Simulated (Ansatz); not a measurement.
# CH4ClFSi: the cost of one run

All numbers below are computed with Ansatz 0.2.0 (RKS PBE-D4/def2-SVP).

## 1. The structure to begin with

Bond lengths: Si1–H2 1.660 Å, Si1–C3 2.070 Å, C3–H4 1.110 Å, C3–H5 1.110 Å, C3–H6 1.110 Å, Si1–F7 1.589 Å, Si1–Cl8 2.128 Å. Angles: H2–Si1–C3 46.7°, H2–Si1–F7 121.2°, H2–Si1–Cl8 121.2°, C3–Si1–F7 122.7°, C3–Si1–Cl8 122.7°, F7–Si1–Cl8 109.5°, Si1–C3–H4 105.9°, Si1–C3–H5 79.7°, Si1–C3–H6 137.3°, H4–C3–H5 109.4°, H4–C3–H6 109.4°, H5–C3–H6 109.4°.

Coordinates:

```xyz
8

Si    0.0000    0.0000    0.0000
H     0.7956    0.0000    1.4569
C     2.0030    0.0000    0.5226
H     2.3507   -1.0463    0.3944
H     2.0515    0.5276   -0.4528
H     2.6550    0.5187    1.2561
F    -0.7489    1.2974   -0.5295
Cl   -1.0032   -1.7381   -0.7093
```

## 2. A restrained relaxation towards end A

Springs on the bonds that form and break draw the guess towards this end; the thresholds are loose.

Contents of input.yaml:

```yaml
crystal:
  periodic: [false, false, false]
  atoms:
    - { symbol: Si, position_ang: [0.0, 0.0, 0.0] }
    - { symbol: H, position_ang: [0.7956, 0.0, 1.4569] }
    - { symbol: C, position_ang: [2.003, 0.0, 0.5226] }
    - { symbol: H, position_ang: [2.3507, -1.0463, 0.3944] }
    - { symbol: H, position_ang: [2.0515, 0.5276, -0.4528] }
    - { symbol: H, position_ang: [2.655, 0.5187, 1.2561] }
    - { symbol: F, position_ang: [-0.7489, 1.2974, -0.5295] }
    - { symbol: Cl, position_ang: [-1.0032, -1.7381, -0.7093] }
basis:
  gaussian: { orbitals: def2-SVP }
hamiltonian:
  xc: pbe
  dispersion: d4
relax:
  f_tol: 0.15
  max_steps: 25
  restrain:
    - { distance: [1, 2], at: 2.31, k: 30.0 }
    - { distance: [0, 1], at: 1.46, k: 30.0 }
    - { distance: [0, 2], at: 1.87, k: 30.0 }
output:
  orbitals: {}
```

The run is started by

```
$ ansatz run input.yaml --threads 2 --pin off --max-ram 3072MiB --backend cpu --events-out ev --progress --plain --runs-dir out
```

**Question.** How long does this run take on 2 threads of Arm Neoverse V2, shared host, and how much memory does it need?

About 11 s, with a peak of 0.14 GiB.
